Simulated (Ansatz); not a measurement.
Crystal: NiMoIrPdW.

```xyz
5
Lattice="2.7662 0.0000 0.0000 -1.3831 2.3956 0.0000 0.0000 0.0000 11.0229" Properties=species:S:1:pos:R:3 pbc="T T T"
Ni    0.0000    1.5971    6.5820
Mo    0.0000    0.0000    4.5276
Pd    1.3831    0.7985    8.7654
Ir    1.3831    0.7985    2.2002
W     0.0000    1.5971   10.9936
```

The cell was built by a generator and needn't be a form met in nature.

Program: Ansatz 0.2.0. Alike in all runs: task projected density of states; level PBE+U; potentials or basis Ansatz PAW; spin collinear, ferromagnetic start; cell as given; k mesh 11 × 11 × 3; cutoff (eV) 420; smearing fermi-dirac 0.05 eV.

Question: Order these runs on this cell by their pressure, lowest first.
A. U Ir d U = 2 eV, Mo d U = 2 eV, Ni d U = 2 eV, Pd d U = 2 eV, W d U = 2 eV
B. U Ir d U = 4 eV, Mo d U = 4 eV, Ni d U = 4 eV, Pd d U = 4 eV, W d U = 4 eV
C. U Ir d U = 6 eV, Mo d U = 6 eV, Ni d U = 6 eV, Pd d U = 6 eV, W d U = 6 eV

Answer: A (0.6 GPa), B (6.6 GPa), C (22.9 GPa).

Caveats: the magnetic or orbital state may not be the lowest; the U is typed as a test and isn't derived for this compound; the starting moments weren't kept (some runs); forces of over 1 eV/Å show positions far from the minimum, so gaps and moduli don't describe the material at rest (some runs).
